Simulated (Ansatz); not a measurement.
# BaHg, space group Pm-3m: a check of PAW against all-electron LAPW

Program: Ansatz 0.2.0 through its Python package.

At the Python prompt:
```pycon
>>> import ansatz
>>> import numpy as np
>>> from tabulate import tabulate
>>> def count_gap(report):
...     # lowest empty less highest filled band, counting bands; zero where they overlap
...     return max(report.get('gap_by_band_count_ev') or 0.0, 0.0)
...
>>> vectors = np.array([
...     [4.17876, 0.0, 0.0],
...     [0.0, 4.17876, 0.0],
...     [0.0, 0.0, 4.17876],
... ])
>>> bahg = (
...     ansatz.Lattice.of(vectors)
...     .atom('Ba', (0.0, 0.0, 0.0))
...     .atom('Hg', (0.5, 0.5, 0.5))
... )
>>> bahg.resolved().sites[-1]
Site(symbol='Hg', position=(0.5, 0.5, 0.5), moment=None, axis=None, held=None, saved=None)
>>> calculation = (
...     bahg.calculation()
...     .functional(ansatz.Functional.PBESOL)
...     .kpoints(density=3.4)
...     .occupations('methfessel_paxton', width=0.1)
...     .stress()
...     .forces()
...     .band_table()
... )
>>> variants = {
...     'PAW': calculation.pseudopotentials('paw'),
...     'LAPW': calculation.pseudopotentials('all_electron', lapw=True),
... }
>>> # totals differ by the cores that each treatment holds, so compare what does not depend on them
>>> rows = []
>>> for label, variant in variants.items():
...     rep = variant.run(threads=1, pin='off').report
...     levels = np.array(rep['eigenvalues_ev'][0]) - rep['fermi_energy_ev']
...     print(label, 'levels at the first k-point near E_F:', np.round(levels[np.abs(levels) < 5], 3))
...     rows.append((label, rep['n_electrons'], np.trace(rep['stress_gpa']) / 3, count_gap(rep)))
...
DeckWarning: basis.ecutwfc = 420 eV, auto-derived from the records' recommended cutoffs: set by Ba (normal level)
PAW levels at the first k-point near E_F: [0.842 0.842 3.629 3.629 3.629]
LAPW levels at the first k-point near E_F: [0.842 0.842 3.629 3.629 3.629 4.836 4.836 4.836]
>>> print(tabulate(rows, headers=['treatment', 'electrons in bands', 'P GPa', 'gap by band count eV'], floatfmt='.4f', tablefmt='plain'))
treatment      electrons in bands    P GPa    gap by band count eV
PAW                       30.0000  -1.4443                  0.0000
LAPW                      62.0000  -1.4448                  0.0000
```

PAW gives -1.444 GPa and LAPW -1.445 GPa, 0.000 GPa apart. They took 3.3 and 17.5 s of processor time.

What to keep in mind:
- The computed bands are complete only to about 2.6 eV above the Fermi level.
- The mesh is modest for a metal, so energies can be off by several to tens of meV an atom and pressures by half a GPa or more; differences at equal mesh fare better.
- A gap by band count of zero or less means overlapping bands, a metal.
- The structure comes from a database of computed cells and needn't be a stable or known phase.
- Gaps and levels are Kohn-Sham values on a finite set of k-points, without spin-orbit coupling.
- Warnings are shown shortened and without file and line.
- Pressure is positive in compression; the treatments may keep other shells as core, so totals and counts of electrons can differ.
- Run time: 22 s on 1 thread of Arm Neoverse N1, with other jobs on the host, peak memory 0.46 GiB.

(A comment or docstring line of the script was reworded after the run, the code is as it ran; lines on the test bed's own set-up are left out of the output.)
